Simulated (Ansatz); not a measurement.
**C2H5AlO2S: how energies converge with the basis set**

The task here is to estimate one member of a computed series from the others.

Computed with Ansatz 0.2.0, Gaussian basis. Level: one geometry, several basis sets.

The runs, in order: PBE0-D4/def2-SVP; ωB97M-V/def2-SVP; PBE0-D4/def2-QZVPP; ωB97M-V/def2-QZVPP; the functionals' def2-TZVPP values are taken from earlier runs.

### Structure used throughout

The geometry comes from an earlier relaxation with PBE0-D4 in a triple-zeta def2 set; it is a stationary point, not always the lowest conformer.

SMILES `[OH][Al]1[CH2]SC[O]1`, 11 atoms, charge 0, spin multiplicity 1.

Atoms are counted from 1 here; the program's logs count them from 0.

Bond lengths: O1–Al2 1.683 Å, O1–H7 0.955 Å, Al2–C3 1.941 Å, Al2–O6 1.715 Å, C3–S4 1.818 Å, C3–H8 1.092 Å, C3–H9 1.091 Å, S4–C5 1.845 Å, C5–O6 1.391 Å, C5–H10 1.094 Å, C5–H11 1.095 Å. Angles: Al2–O1–H7 125.2°, O1–Al2–C3 131.0°, O1–Al2–O6 124.5°, C3–Al2–O6 104.6°, Al2–C3–S4 96.4°, Al2–C3–H8 118.6°, Al2–C3–H9 112.7°, S4–C3–H8 112.4°, S4–C3–H9 107.2°, H8–C3–H9 108.7°, C3–S4–C5 99.0°, S4–C5–O6 112.8°, S4–C5–H10 104.4°, S4–C5–H11 108.8°, O6–C5–H10 111.2°, O6–C5–H11 110.4°, H10–C5–H11 108.9°, Al2–O6–C5 111.8°.

The first run:

The input, in.yaml:

```yaml
crystal:
  periodic: [false, false, false]
  atoms:
    - {symbol: O, position_ang: [0.303763, -2.711676, -0.114581]}
    - {symbol: Al, position_ang: [0.079211, -1.044667, -0.060586]}
    - {symbol: C, position_ang: [0.365006, 0.321928, -1.408527]}
    - {symbol: S, position_ang: [0.703505, 1.681719, -0.251060]}
    - {symbol: C, position_ang: [-0.437296, 1.191076, 1.113870]}
    - {symbol: O, position_ang: [-0.478456, -0.184751, 1.313981]}
    - {symbol: H, position_ang: [0.190136, -3.306295, 0.624387]}
    - {symbol: H, position_ang: [-0.450198, 0.555154, -2.096483]}
    - {symbol: H, position_ang: [1.274431, 0.158081, -1.987973]}
    - {symbol: H, position_ang: [-0.046052, 1.707197, 1.995375]}
    - {symbol: H, position_ang: [-1.438652, 1.575435, 0.891996]}
basis:
  gaussian: {orbitals: def2-SVP}
hamiltonian: {xc: pbe0, dispersion: d4}
output: {orbitals: {seedname: orbitals}}
```

Launch:

```sh
ansatz run in.yaml --threads 4 --pin off --events-out ev --progress --plain --max-ram 10444MiB
```

Steps of the session up to this table: PBE0-D4 in def2-SVP; ωB97M-V in def2-SVP; PBE0-D4 in def2-QZVPP; ωB97M-V in def2-QZVPP.

One of the session's tables, all rows but one given; the rest of the session is left out.

| functional | basis | HOMO (eV) |
| --- | --- | --- |
| PBE0-D4 | def2-SVP | -6.32 |
| PBE0-D4 | def2-TZVPP | -6.42 |
| PBE0-D4 | def2-QZVPP | -6.46 |
| ωB97M-V | def2-SVP | -8.51 |
| ωB97M-V | def2-TZVPP | ? |
| ωB97M-V | def2-QZVPP | -8.68 |

**Question.** Estimate the row for ωB97M-V, def2-TZVPP.

As computed: HOMO (eV): -8.63. In the column «HOMO (eV)» it lies between ωB97M-V, def2-QZVPP (-8.68) and ωB97M-V, def2-SVP (-8.51).
